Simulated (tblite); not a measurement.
# C7H16B2: the cost of one run

The runs use tblite 0.8.0 and PySCF 2.14.0, with density-fitted response routines of our own; the level of theory stands in each step. All values are computed, except where a source is named. Atoms count from 0, in the outputs and in this text.

## Step 1: Starting geometry

25 atoms, charge 0, multiplicity 1; geometry from: force field or distance geometry start.

Bonds of the start (Å): B0–C1 1.60, C1–C2 1.48, C2–C3 1.52, C3–B4 1.57, C3–C5 1.54, C5–C6 1.49, C6–C7 1.52, C6–C8 1.48, C5–C2 1.47, B0–H9 1.17, B0–H10 1.19, C1–H11 1.07, C1–H12 1.12, C2–H13 1.12, C3–H14 1.12, B4–H15 1.20, B4–H16 1.20, C5–H17 1.12, C6–H18 1.12, C7–H19 1.09, C7–H20 1.12, C7–H21 1.13, C8–H22 1.11, C8–H23 1.11, C8–H24 1.12.

## Step 2: Geometry optimisation with GFN2-xTB

What the job is given:

```
{"job": {"kind": "relax", "xc": "GFN2-xTB", "basis": "xTB"}, "charge": 0, "multiplicity": 1}
B      2.768800     1.249600     0.661000
C      1.895700     0.632000    -0.528700
C      1.152100    -0.530200     0.011500
C      0.246700    -1.277300    -0.951600
B      0.278700    -2.850100    -0.967700
C     -0.281900    -0.573700     0.312200
C     -1.299900     0.458900    -0.014200
C     -2.617200    -0.062400     0.526600
C     -1.126500     1.804800     0.570100
H      3.926400     1.096400     0.715000
H      2.266400     2.029000     1.410000
H      1.339300     1.348700    -1.102700
H      2.673700     0.204100    -1.210500
H      1.786800    -1.244000     0.600600
H      0.099800    -0.706500    -1.900400
H     -0.242500    -3.367300    -1.912500
H      1.242200    -3.445000    -0.575900
H     -0.605000    -1.334900     1.068000
H     -1.433300     0.519200    -1.120000
H     -2.952300    -0.993600     0.066100
H     -3.388500     0.754000     0.548200
H     -2.409900    -0.267200     1.613800
H     -0.091900     2.193800     0.639800
H     -1.538700     1.854800     1.602900
H     -1.700000     2.531000    -0.052500
```

Run with:

```console
$ OMP_NUM_THREADS=1 python probes_run.py task.json out
```

This one command runs all jobs of the session in turn.

Q: Estimate the wall time and peak memory of this first job on 1 thread of Arm Neoverse N1, shared host.

About 2.7 s, with a peak of 0.18 GiB.
